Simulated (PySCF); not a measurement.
# C43H29N5: electronic excitations

Aim: compute the electronic excitations of C43H29N5 (`c1cc(-c2ccncc2)cc(-c2ccc(-c3cccc(-c4ccc(-c5cccc(-c6ccc(-c7ccncc7)nc6)c5)nc4)c3)nc2)c1`).

Programs: PySCF 2.14.0, with routines of our own; each step states its level. All values are computed. Atoms count from 0.

## 1. The starting structure

77 atoms, charge 0, multiplicity 1; geometry from: GFN2-xTB.

## 2. Electronic excitations: TDA LC-wPBE/6-31G*

Job settings and geometry (Å):

```
{"job": {"kind": "uv", "basis": "6-31G*", "grid": 1, "kgrid": 0, "vcut": 1.5, "nstates": 5, "ntriplets": 2, "tda": true, "delta": ["ip_vertical"], "pop": false, "xc": "LC-wPBE"}, "charge": 0, "multiplicity": 1}
C      9.019238     2.901662     0.010842
C     10.204122     2.193161    -0.070841
C     10.193801     0.802266    -0.000712
C     11.445238     0.036282    -0.096639
C     12.423785     0.361413    -1.034830
C     13.572492    -0.409445    -1.095555
N     13.803924    -1.441803    -0.302454
C     12.882209    -1.746955     0.595008
C     11.694075    -1.051224     0.739295
C      8.980618     0.140339     0.150851
C      7.783178     0.845313     0.215433
C      6.509509     0.128690     0.337591
C      6.361979    -0.992806     1.153386
C      5.141675    -1.636236     1.215396
C      4.075659    -1.149802     0.454535
C      2.744401    -1.769556     0.462329
C      2.550199    -3.107540     0.799784
C      1.277688    -3.649191     0.790320
C      0.186351    -2.871344     0.451517
C      0.360600    -1.532836     0.101710
C     -0.792792    -0.707369    -0.271749
C     -0.740101     0.194957    -1.333262
C     -1.860545     0.936340    -1.652218
C     -3.026056     0.769747    -0.899841
C     -4.262875     1.511349    -1.180015
C     -4.250066     2.734504    -1.847493
C     -5.434419     3.403448    -2.095153
C     -6.641077     2.864955    -1.689406
C     -6.675974     1.646119    -1.011819
C     -7.960401     1.083172    -0.579532
C     -9.092482     1.151316    -1.390550
C    -10.291801     0.637439    -0.938599
C    -10.346740     0.066755     0.334323
C    -11.588869    -0.476346     0.901368
C    -12.851487    -0.099593     0.443526
C    -13.969957    -0.656293     1.041041
N    -13.914860    -1.529679     2.031777
C    -12.718514    -1.880674     2.475669
C    -11.534186    -1.391590     1.953613
N     -9.259439    -0.021346     1.100701
C     -8.118999     0.463657     0.663043
C     -5.480980     0.984059    -0.757503
N     -3.075932    -0.094599     0.113722
C     -2.006262    -0.796777     0.413250
C      1.642289    -0.997042     0.105520
N      4.214010    -0.070296    -0.315894
C      5.378014     0.535848    -0.372404
C      7.814419     2.236992     0.144885
H      9.035021     3.980796    -0.028966
H     11.143780     2.716360    -0.169507
H     12.279599     1.185188    -1.717614
H     14.349463    -0.192800    -1.817538
H     13.110156    -2.594879     1.228132
H     10.981553    -1.335407     1.498857
H      8.964315    -0.940314     0.171798
H      7.191287    -1.341430     1.753569
H      5.010054    -2.488310     1.863928
H      3.391961    -3.735901     1.047396
H      1.136313    -4.690895     1.039523
H     -0.801743    -3.306867     0.430030
H      0.165331     0.291578    -1.915745
H     -1.839219     1.614685    -2.490541
H     -3.316170     3.178581    -2.156612
H     -5.416253     4.356238    -2.604506
H     -7.559078     3.403728    -1.874043
H     -9.023403     1.587185    -2.377192
H    -11.164656     0.660437    -1.571884
H    -12.970875     0.625782    -0.346501
H    -14.964938    -0.387154     0.709313
H    -12.716659    -2.591276     3.292108
H    -10.576429    -1.698120     2.341521
H     -7.284140     0.374268     1.346422
H     -5.476519     0.034515    -0.245373
H     -2.111520    -1.462153     1.261057
H      1.805471     0.038812    -0.149219
H      5.423233     1.389459    -1.037082
H      6.893354     2.795998     0.215067
```

With the program's defaults for keys left out, this is: TDA LC-wPBE/6-31G*, vertical, gas phase, core orbitals frozen in the response, virtual orbitals cut by energy.

On the command line:

```sh
$ OMP_NUM_THREADS=4 python large_run.py task.json out
```

One launch serves the whole session: the jobs run in the order shown.

Output:

```text
start: PBE on a coarse grid of 66009 points
cycle   1  E = -1927.5586975343  dE =  8.303e+00  |g| = 1.122e+00  |ddm| = 1.034e+01
cycle   2  E = -1927.3650291521  dE =  1.937e-01  |g| = 1.441e+00  |ddm| = 3.627e+00
cycle   3  E = -1927.8936148140  dE = -5.286e-01  |g| = 3.543e-01  |ddm| = 2.219e+00
cycle   4  E = -1927.9196585543  dE = -2.604e-02  |g| = 1.314e-01  |ddm| = 4.611e-01
cycle   5  E = -1927.9234757459  dE = -3.817e-03  |g| = 5.745e-02  |ddm| = 2.123e-01
cycle   6  E = -1927.9243804622  dE = -9.047e-04  |g| = 1.447e-02  |ddm| = 7.913e-02
cycle   7  E = -1927.9244136555  dE = -3.319e-05  |g| = 9.043e-03  |ddm| = 2.452e-02
final grid: 290981 points
cycle   8  E = -1928.3474031611  dE = -4.300e-02  |g| = 6.850e-02  |ddm| = 1.406e+00
cycle   9  E = -1928.3501506084  dE = -2.747e-03  |g| = 3.037e-02  |ddm| = 2.688e-01
cycle  10  E = -1928.3504478032  dE = -2.972e-04  |g| = 2.234e-02  |ddm| = 7.450e-02
cycle  11  E = -1928.3505962785  dE = -1.485e-04  |g| = 4.012e-03  |ddm| = 3.545e-02
cycle  12  E = -1928.3506041718  dE = -7.893e-06  |g| = 1.421e-03  |ddm| = 7.547e-03
cycle  13  E = -1928.3506034795  dE =  6.923e-07  |g| = 8.449e-04  |ddm| = 3.743e-03
cycle  14  E = -1928.3506030107  dE =  4.688e-07  |g| = 2.332e-04  |ddm| = 1.640e-03
cycle  15  E = -1928.3506078060  dE = -4.795e-06  |g| = 8.018e-05  |ddm| = 4.545e-04
converged SCF energy = -1928.3506078060
Vertical ionisation energy (delta-SCF) = 8.0605 eV   <S^2> = 0.839

Static polarisability (au): isotropic 497.999, principal 200.789 476.213 816.996

Singlet excitations
state   eV       nm        f      main configurations
  1   4.9917    248.4   3.14485   H->L+2 0.32, H-2->L 0.20, H-1->L+1 0.17
  2   5.0522    245.4   0.00503   H-8->L+1 0.20, H-12->L+1 0.18
  3   5.1350    241.4   0.07166   H-13->L 0.12, H-13->L+1 0.09
  4   5.1554    240.5   0.10725   H-11->L+2 0.22, H-4->L+2 0.09
  5   5.1642    240.1   0.01921   H-5->L+1 0.27, H-5->L+9 0.08

Triplet excitations (Tamm-Dancoff, eV): 3.2750 3.3749
```

Wall time 7.8 min (4 threads of Arm Neoverse N1, shared host); peak memory 4.1 GiB.

The orbitals next to the gap, with their largest atomic shares:

```csv
orbital,eV,atoms
HOMO−4,-9.79,"N42 14 %, C44 9 %, C19 8 %"
HOMO−3,-9.63,"C47 18 %, C2 17 %, C9 11 %"
HOMO−2,-8.99,"C41 12 %, C44 7 %, C29 7 %"
HOMO−1,-8.84,"C11 8 %, C14 6 %, C18 5 %"
HOMO,-8.59,"C27 9 %, C20 9 %, C16 8 %"
LUMO,0.37,"C14 8 %, C18 8 %, C11 7 %"
LUMO+1,0.45,"C32 9 %, C29 8 %, C33 6 %"
LUMO+2,0.71,"C23 12 %, C20 10 %, C41 8 %"
LUMO+3,0.92,"C3 16 %, N6 13 %, C9 11 %"
```

With each of the 5 states as a Gaussian band of 0.4 eV half-width at 1/e, the curve within the window shown has maxima at 248 nm (ε 130,000) L/(mol cm). Beyond the last state computed it falls off for lack of states. The curve at chosen wavelengths:

```tsv
nm	ε (L/mol/cm)
227	35927
229	46448
231	58196
234	77198
236	89983
238	102131
240	113014
242	122065
245	131253
247	134074
249	134172
251	131665
253	126815
256	115964
258	106992
260	97165
262	86920
264	76645
267	61869
269	52783
271	44488
273	37065
275	30543
278	22406
280	18003
282	14331
```

Leading natural transition orbitals of singlet state 1: the hole lies on C20, C23 about 13 % each; C22, C43 about 10 % each; C24 7 %; the particle on C23 17 %; C20, C21 about 12 % each; N42 12 %.

Further results of this job:

```csv
property,computed
dipole moment (D),5.72
polarisability (Å³),73.80
HOMO–LUMO gap (eV),8.96
−ε(HOMO) (eV),8.59
```

Orbitals, density, ELF and potential are computed afterwards from the orbital file.

Frontier orbitals at LC-wPBE/6-31G*, with the share of their density that lies nearest to each atom:

```csv
orbital,energy (eV),lies on
HOMO,-8.59,"C20, C27 about 8 % each; 5 C atoms about 6 % each"
LUMO,0.37,"C11, C14, C18 about 7 % each"
```

ELF in a plane through or near 26 of the atoms.

Values, 10 rows by 14 columns:
```
0.00 0.00 0.00 0.00 0.00 0.00 0.00 0.00 0.00 0.00 0.00 0.00 0.00 0.00
0.00 0.00 0.00 0.00 0.00 0.00 0.00 0.00 0.00 0.00 0.00 0.00 0.00 0.00
0.00 0.00 0.01 0.00 0.00 0.01 0.19 0.01 0.00 0.00 0.00 0.00 0.01 0.00
0.00 0.00 0.70 0.01 0.11 0.57 0.52 0.36 0.03 0.00 0.00 0.48 0.46 0.00
0.00 0.72 0.74 0.35 0.41 0.51 0.60 0.48 0.32 0.07 0.29 0.57 0.65 0.21
0.00 0.11 0.68 0.69 0.59 0.70 0.98 0.77 0.80 0.89 0.48 0.39 0.60 0.02
0.00 0.01 0.90 0.40 0.18 0.60 0.00 0.40 0.60 0.65 0.74 0.40 0.16 0.00
0.00 0.00 0.01 0.06 0.01 0.00 0.00 0.01 0.99 0.82 0.33 0.00 0.00 0.00
0.00 0.00 0.00 0.00 0.00 0.00 0.00 0.00 0.11 0.97 0.06 0.00 0.00 0.00
0.00 0.00 0.00 0.00 0.00 0.00 0.00 0.00 0.00 0.01 0.00 0.00 0.00 0.00
```
The map spans 35.1 Å across and 15.3 Å up, centred on the molecule. Atoms in the plane (x, y in Å): C3 (-11.4, -0.1), C7 (-12.9, 1.8), C14 (-4.1, 1.2), C15 (-2.8, 1.8), C23 (3.0, -1.1), C24 (4.3, -1.9), C25 (4.3, -3.3), C26 (5.5, -3.9), C27 (6.7, -3.3), C28 (6.7, -1.9), C29 (8.0, -1.2), C41 (5.5, -1.2), N42 (3.1, 0.2), C43 (2.0, 0.9), C44 (-1.7, 0.9), N45 (-4.2, -0.1), C46 (-5.4, -0.7), H52 (-13.1, 2.8), H54 (-9.0, 0.9), H62 (3.3, -3.8), H63 (5.4, -5.0), H64 (7.6, -3.8), H67 (13.0, -0.6), H72 (5.5, -0.1), H74 (-1.8, -0.1), H75 (-5.4, -1.7).

On the surface of density 0.002 e/bohr³ the electrostatic potential runs, from the 1st to the 99th percentile, from -1.55 V near N36 to 1.22 V near H55.

## 3. Electronic excitations: TDDFT PBE/6-31G*

Settings changed since step 2:

```diff
@@ -1,2 +1,2 @@
-{"job": {"kind": "uv", "basis": "6-31G*", "grid": 1, "kgrid": 0, "vcut": 1.5, "nstates": 5, "ntriplets": 2, "tda": true, "delta": ["ip_vertical"], "pop": false, "xc": "LC-wPBE"}, "charge": 0, "multiplicity": 1}
+{"job": {"kind": "uv", "basis": "6-31G*", "grid": 1, "kgrid": 0, "vcut": null, "nstates": 5, "ntriplets": 2, "tda": false, "delta": ["ip_vertical"], "pop": false, "xc": "PBE"}, "charge": 0, "multiplicity": 1}
 C      9.019238     2.901662     0.010842
```

Level: TDDFT PBE/6-31G*, vertical, gas phase, core orbitals frozen in the response.

Output:

```text
start: PBE on a coarse grid of 66009 points
cycle   1  E = -1927.5586975343  dE =  8.303e+00  |g| = 1.122e+00  |ddm| = 1.034e+01
cycle   2  E = -1927.3650291521  dE =  1.937e-01  |g| = 1.441e+00  |ddm| = 3.627e+00
cycle   3  E = -1927.8936147708  dE = -5.286e-01  |g| = 3.543e-01  |ddm| = 2.219e+00
cycle   4  E = -1927.9196583134  dE = -2.604e-02  |g| = 1.314e-01  |ddm| = 4.611e-01
cycle   5  E = -1927.9234756483  dE = -3.817e-03  |g| = 5.745e-02  |ddm| = 2.123e-01
cycle   6  E = -1927.9243799449  dE = -9.043e-04  |g| = 1.447e-02  |ddm| = 7.913e-02
cycle   7  E = -1927.9244135353  dE = -3.359e-05  |g| = 9.043e-03  |ddm| = 2.452e-02
final grid: 290981 points
cycle   8  E = -1927.3774606384  dE = -1.606e-04  |g| = 3.598e-02  |ddm| = 1.460e-01
cycle   9  E = -1927.3761029086  dE =  1.358e-03  |g| = 7.730e-02  |ddm| = 1.392e-01
cycle  10  E = -1927.3777142838  dE = -1.611e-03  |g| = 2.036e-02  |ddm| = 1.083e-01
cycle  11  E = -1927.3778349391  dE = -1.207e-04  |g| = 3.259e-03  |ddm| = 2.728e-02
cycle  12  E = -1927.3778366454  dE = -1.706e-06  |g| = 1.280e-03  |ddm| = 4.916e-03
cycle  13  E = -1927.3778368916  dE = -2.462e-07  |g| = 3.633e-04  |ddm| = 1.736e-03
cycle  14  E = -1927.3778367999  dE =  9.170e-08  |g| = 9.342e-05  |ddm| = 5.155e-04
converged SCF energy = -1927.3778367999

Static polarisability (au): isotropic 580.340, principal 211.202 515.157 1014.662

Singlet excitations
state   eV       nm        f      main configurations
  1   3.0690    404.0   0.00004   H->L 0.91, H->L+1 0.09
  2   3.1736    390.7   0.00039   H->L+1 0.84
  3   3.2352    383.2   0.00330   H-1->L 0.43, H-1->L+1 0.38, H-3->L 0.10
  4   3.2664    379.6   0.00909   H-1->L+1 0.40, H-1->L 0.32, H-1->L+2 0.10
  5   3.3152    374.0   0.00020   H->L+2 0.91

Triplet excitations (Tamm-Dancoff, eV): 2.9598 2.9716
```

It took 99 s on 4 threads of Arm Neoverse N1, shared host; peak memory 2.5 GiB.

Warnings kept with the result: ip_vertical: open-shell SCF did not converge.

## 4. Results

| quantity | value |
| --- | --- |
| lowest singlet (LC-wPBE/6-31G*) | 4.99 eV (248 nm), f = 3.145 |
| lowest triplet | 3.27 eV |
| surface potential, 1st and 99th percentile | -1.55 V and 1.22 V |

**Reading.** The first singlet state (HOMO→LUMO+2 0.32, HOMO−2→LUMO 0.20) lies at 4.99 eV and is bright. The lowest triplet lies 1.72 eV below the lowest singlet.
